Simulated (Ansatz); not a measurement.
# Be3Ag: the cost of one run

Program: Ansatz 0.2.0. Level of theory: DFT PBE, scalar-relativistic, plane waves, PAW. These are calculated values, not measurements.

### 1 The starting structure

The cell holds 20 atoms (Ag5Be15): a = 5.997 Å, b = 5.839 Å, c = 6.053 Å, α = 89.94°, β = 93.12°, γ = 89.84°.

15 Be, 5 Ag were thrown into a skewed cell at random, at 1.00 times a reference volume of the solid, and pushed apart as soft spheres.

As a file:

```
Be Ag
1.0
     5.99465    0.00853   -0.16408
     0.00853    5.83947    0.00327
    -0.16408    0.00327    6.05040
Be Ag
15 5
Direct
  0.54101 0.52654 0.68443
  0.72381 0.31946 0.87332
  0.38992 0.83420 0.58866
  0.21922 0.76580 0.31936
  0.52438 0.10949 0.03095
  0.99073 0.20505 0.58980
  0.07577 0.42002 0.81874
  0.27161 0.43056 0.44336
  0.55694 0.84261 0.24507
  0.02402 0.21933 0.16940
  0.23388 0.08179 0.41445
  0.39170 0.24437 0.74347
  0.72196 0.62962 0.45205
  0.05832 0.63878 0.55810
  0.94640 0.92280 0.41216
  0.39087 0.49561 0.07447
  0.74827 0.91125 0.77277
  0.18117 0.92434 0.90661
  0.89721 0.62993 0.10306
  0.61673 0.20945 0.42257
```

### 2 Stage at 2140 K

The cutoff is lowered while the worst contacts of the packing are taken out. One k point, a Fermi-Dirac width of 0.184 eV and a fixed cell.

input.yaml reads:

```yaml
crystal:
  lattice:
    - [5.99465, 0.008535, -0.164078]
    - [0.008535, 5.839466, 0.003265]
    - [-0.164078, 0.003265, 6.050403]
  atoms:
    - { symbol: Be, position: [0.5410070144, 0.5265411759, 0.6844347521] }
    - { symbol: Be, position: [0.7238141052, 0.3194631904, 0.8733157481] }
    - { symbol: Be, position: [0.389916072, 0.8341969731, 0.5886642487] }
    - { symbol: Be, position: [0.2192155029, 0.7657991001, 0.3193575269] }
    - { symbol: Be, position: [0.5243754962, 0.1094893221, 0.0309468268] }
    - { symbol: Be, position: [0.9907342596, 0.2050500016, 0.5897954914] }
    - { symbol: Be, position: [0.0757666761, 0.4200181527, 0.8187383809] }
    - { symbol: Be, position: [0.2716119352, 0.430559805, 0.4433617786] }
    - { symbol: Be, position: [0.5569366994, 0.8426098219, 0.245068737] }
    - { symbol: Be, position: [0.0240245759, 0.2193306976, 0.1693965772] }
    - { symbol: Be, position: [0.2338800832, 0.0817933678, 0.4144505968] }
    - { symbol: Be, position: [0.3917041328, 0.2443695433, 0.7434659282] }
    - { symbol: Be, position: [0.7219576726, 0.6296193758, 0.4520477249] }
    - { symbol: Be, position: [0.0583215125, 0.6387818974, 0.5581043044] }
    - { symbol: Be, position: [0.9463973763, 0.9227962253, 0.4121611005] }
    - { symbol: Ag, position: [0.3908658724, 0.4956075552, 0.0744734722] }
    - { symbol: Ag, position: [0.7482654635, 0.9112514345, 0.7727650604] }
    - { symbol: Ag, position: [0.1811714965, 0.9243370204, 0.9066074936] }
    - { symbol: Ag, position: [0.8972086513, 0.6299258134, 0.1030582154] }
    - { symbol: Ag, position: [0.6167251216, 0.2094533333, 0.4225700985] }
  symmetry: { detect: false }
basis:
  ecutwfc: 320
  xc_grid: 1
kpoints:
  mp_grid: { grid: [1, 1, 1], shift: [0.25, 0.25, 0.25] }
hamiltonian:
  xc: pbe
scf:
  occupations: { method: fermi_dirac, width: 0.1844 }
  lower_state_search: "off"
  convergence: { dr2_threshold: 1.0e-05 }
output:
  forces: true
  stress: true
md:
  timestep: 1.5
  n_steps: 24
  ensemble: nvt_langevin
  friction: 0.03
  temperature: 2140.0
  initial_velocities: maxwell_boltzmann
  seed: 60157
```

Run with:

```sh
$ ansatz run input.yaml --threads 2 --pin off --max-ram 5120MiB --backend cpu --events-out ev --progress --plain --runs-dir out
```

**Question.** How long does this run take on 2 threads of Arm Neoverse V2, shared host, and how much memory does it need?

About 20 s, with a peak of 0.41 GiB.
